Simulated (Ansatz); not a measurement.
**The pair Br···CH₃Cl, charge −1: a pair, distance and angle**

A grid of calculations on the pair Br···CH₃Cl, charge −1, to see where the energy is lowest and how it rises around there.

Program: Ansatz 0.2.0. Level of theory: RKS B3LYP-D4/def2-TZVPD. These are calculated values, not measurements.

### 1 The system as given

6 atoms, charge -1, spin multiplicity 1.

Atoms are counted from 1 here; the program's logs count them from 0.

Bond lengths: C2–Cl3 1.850 Å, C2–H4 1.100 Å, C2–H5 1.100 Å, C2–H6 1.100 Å. Angles: Cl3–C2–H4 108.3°, Cl3–C2–H5 108.3°, Cl3–C2–H6 108.3°, H4–C2–H5 110.6°, H4–C2–H6 110.6°, H5–C2–H6 110.6°.

Geometry (Å):

```xyz
6
CH3BrCl
Br    0.1232   -0.0031   -2.8704
C    -0.0176   -0.0003    0.4112
Cl   -0.0979    0.0099    2.2594
H     0.9683   -0.3840    0.1111
H    -0.1574    1.0302    0.0539
H    -0.8186   -0.6529    0.0348
```

This geometry comes from a loose relaxation at PBE in a small basis, which is not shown.

### 5 Setting up the map

First coordinate, distance C2···Br1: 9 values from 2.809 to 5.409 Å. Second coordinate, turn of Br1 about C2: 9 values from −90.0 °.

Nothing else is relaxed (both partners rigid). Energies count from the ion and the molecule far apart, frozen as in the relaxed pair, each in its own basis (no counterpoise correction). Points are written as (first, second).

(The set-up runs are not shown.)

### 6 Grid point (3.468 Å, 0.0°)

input.yaml reads:

```yaml
crystal:
  periodic: [false, false, false]
  atoms:
    - { symbol: Br, position_ang: [0.131271, -0.006728, -3.047318] }
    - { symbol: C, position_ang: [-0.017963, 0.000705, 0.417462] }
    - { symbol: Cl, position_ang: [-0.09737, 0.006977, 2.255769] }
    - { symbol: H, position_ang: [0.953107, -0.37663, 0.126125] }
    - { symbol: H, position_ang: [-0.15622, 1.016918, 0.073353] }
    - { symbol: H, position_ang: [-0.807496, -0.641608, 0.050982] }
total_charge: -1
basis:
  gaussian: { orbitals: def2-TZVPD }
hamiltonian:
  xc: { name: B3LYP }
  dispersion: d4
output:
  forces: true
```

Started as:

```sh
ansatz run input.yaml --threads 1 --pin off --max-ram 2560MiB --backend cpu --events-out ev --progress --plain --runs-dir out
```

Further runs follow: the other points that were computed.

Before running it: what results should come out? Wanted: lowest point; highest computed point; largest force on an atom.

**Answer**, as computed:

| quantity | value |
| --- | --- |
| lowest point | (3.468 Å, 0.0°), −0.440 eV |
| highest computed point | (2.809 Å, −90.0°), 0.904 eV above the lowest |
| largest force on an atom (eV/Å) | 0.08 at (3.468 Å, 0.0°) to 2.78 at (2.809 Å, −67.5°); 0.08 at the lowest point |
| time for the whole task | 12 min on 1 thread, shared host |

In words: The lowest computed point is at (3.468 Å, 0.0°), −0.440 eV from the ion and the molecule far apart, frozen as in the relaxed pair, each in its own basis (no counterpoise correction). The grid is coarse, so the lowest point of the scanned range may lie between grid points; coordinates that were held can hide deeper minima. The grid shows no other well, apart from its symmetry copies. The highest computed point, (2.809 Å, −90.0°), lies 0.904 eV above the lowest. Round the minimum the two coordinates are nearly uncoupled. Between some neighbouring points the energy changes steeply, from close contacts of the rigid frames or a change of state; the map doesn't tell which. No counterpoise correction was made, so wells between separate parts tend to come out somewhat too deep.
